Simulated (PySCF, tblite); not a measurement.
# C₄H₈NSi radical: geometry, infrared bands and EPR parameters

What infrared bands and EPR parameters should C₄H₈NSi radical (`[N]=CC1C[SiH2]C1`) show?

The runs use tblite 0.8.0 and PySCF 2.14.0, with density-fitted response routines of our own; the level of theory stands in each step. All values are computed, except where a source is named. Atoms are numbered from 0 throughout.

### Step 1. Starting geometry

14 atoms, charge 0, multiplicity 2; geometry from: force field or distance geometry start.

Bonds of the start (Å): N0–C1 1.45, C1–C2 1.56, C2–C3 1.57, C3–Si4 1.89, Si4–C5 1.89, C5–C2 1.57, C1–H6 1.09, C2–H7 1.10, C3–H8 1.08, C3–H9 1.10, Si4–H10 1.49, Si4–H11 1.48, C5–H12 1.10, C5–H13 1.09.

### Step 2. Optimising the geometry with GFN2-xTB

What the job is given:

```
{"job": {"kind": "relax", "xc": "GFN2-xTB", "basis": "xTB"}, "charge": 0, "multiplicity": 2}
N     -3.124500     0.438300     0.135600
C     -1.988300    -0.204100    -0.488800
C     -0.617400    -0.235800     0.260200
C      0.540700    -0.985900    -0.485700
Si     1.764100     0.176800     0.366100
C      0.137400     1.140900     0.318500
H     -2.081100    -0.689800    -1.465200
H     -0.782500    -0.642400     1.272800
H      0.541000    -0.899300    -1.566100
H      0.640000    -2.048700    -0.203800
H      2.830900     0.702400    -0.529100
H      2.170100    -0.261900     1.719300
H     -0.070700     1.745300     1.218900
H      0.039600     1.764000    -0.575000
```

Run with:

```sh
$ OMP_NUM_THREADS=1 python probes_run.py task.json out
```

One launch serves the whole session: the jobs run in the order shown.

**Question.** This job is followed by: GFN2-xTB harmonic vibrations, gas phase; UKS B3LYP, pcH-1 on C H N Si, non-relativistic, mean-field spin-orbit, GIAO. What will the session give for the following? strongest single infrared mode (GFN2-xTB); zero-point energy (GFN2-xTB); g(iso) (B3LYP); ⟨S²⟩; largest a(iso) (averaged by class); potential on the surface of density 0.002 e/bohr³, 1st and 99th percentile.

The runs gave:

| quantity | value |
| --- | --- |
| strongest single infrared mode (GFN2-xTB) | 2279 cm⁻¹, 354 km/mol |
| zero-point energy (GFN2-xTB) | 65.7 kcal/mol |
| g(iso) (B3LYP) | 2.00284 |
| ⟨S²⟩ | 0.758 (exact 0.75) |
| largest a(iso) (averaged by class) | 1H on H6, 230.7 MHz |
| potential on the surface of density 0.002 e/bohr³, 1st and 99th percentile | -1.75 V and 1.34 V |

What this shows: The optimisation took 106 steps and gained 1.685 eV; among the close pairs (by a distance rule), N0–C1 changed most, from 1.447 to 1.218 Å. All 36 modes are real, so the xTB geometry is a minimum. The strongest single mode, at 2279 cm⁻¹, moves mainly H10. GFN2-xTB is a fitted tight-binding method: band positions and strengths are rough. Its intensities can rank the bands wrongly. N0 carries the largest spin population, 0.93 e. The isotropic g lies 0.5 ppt above the free-electron value. These values are for one conformer; the search (at its own cheap level) found 2 more, at 0.26, 0.26 kcal/mol, and measured spectra average over such forms.
